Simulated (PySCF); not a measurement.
# BiN: basis, grid and Hamiltonian

Aim: see how much the energy and properties of BiN depend on the numerical set-up.

The runs use PySCF 2.14.0; method and basis as typed in the scripts.

7 further runs of the same task are left out: 1 for a known fault of the program, 6 that didn't finish.

## (1) Starting geometry

BiN: 2 atoms, charge 0, spin multiplicity 1.

Bond lengths: Bi1–N2 2.115 Å.

## (2) Base script

input.py

```python
from pyscf import gto, dft

mol = gto.M(
    atom='Bi 0 0 0; N 0 0 2.115',
    basis='crenbl',
    ecp={'Bi': 'crenbl', 'N': 'crenbl'},
    charge=0,
    spin=0,
    symmetry=True,
    verbose=4,
)
mf = dft.UKS(mol, xc='m06')
mf.kernel()
g = mf.nuc_grad_method()
g.grid_response = True
g.kernel()
mf.dip_moment()
print('orbital energies (hartree):', [e[max(0, n-3):n+3].round(4) for e, n in zip(mf.mo_energy, mol.nelec)])
```

Started as:

```console
python input.py
```

The log of this run is left out.

In short: E(SCF) = -81.784963 Eh, 13 cycles, μ = 5.23 D, gradient on the second atom 0.0239 Eh/bohr.

The bond length is a typed value, not an optimised one.

## (3) Cartesian functions on

Edit 1 changes Cartesian functions: off → on.

input.py

```python
from pyscf import gto, dft

mol = gto.M(
    atom='Bi 0 0 0; N 0 0 2.115',
    basis='crenbl',
    ecp={'Bi': 'crenbl', 'N': 'crenbl'},
    charge=0,
    spin=0,
    symmetry=True,
    cart=True,
    verbose=4,
)
mf = dft.UKS(mol, xc='m06')
mf.kernel()
g = mf.nuc_grad_method()
g.grid_response = True
g.kernel()
mf.dip_moment()
print('orbital energies (hartree):', [e[max(0, n-3):n+3].round(4) for e, n in zip(mf.mo_energy, mol.nelec)])
```

Started as:

```console
python input.py
```

## (4) Def2-svpd

Edit 2 changes basis set: crenbl → def2-svpd. The core potential changes with it: totals don't compare.

Edit input.py of step 2 so:

```diff
@@ -4,4 +4,4 @@
     atom='Bi 0 0 0; N 0 0 2.115',
-    basis='crenbl',
-    ecp={'Bi': 'crenbl', 'N': 'crenbl'},
+    basis='def2-svpd',
+    ecp={'Bi': 'def2-svpd'},
     charge=0,
```

Before running it: what results should come out? Wanted: for each run, E(SCF); from base; gap; SCF dipole.

**Answer**, as computed:

```tsv
run	E(SCF) (hartree)	from base (eV)	cycles	gap (eV)	SCF dipole (D)	functions
base	-81.784963	0	13	3.78	5.23	48
Cartesian functions on	-81.798211	-0.3605	15	3.78	5.05	52
def2-svpd	-269.225806	not comparable	17	3.81	4.77	52
```

What this shows: Total energies from different bases, Hamiltonians or methods carry different errors, so properties are taken as differences within one set-up.
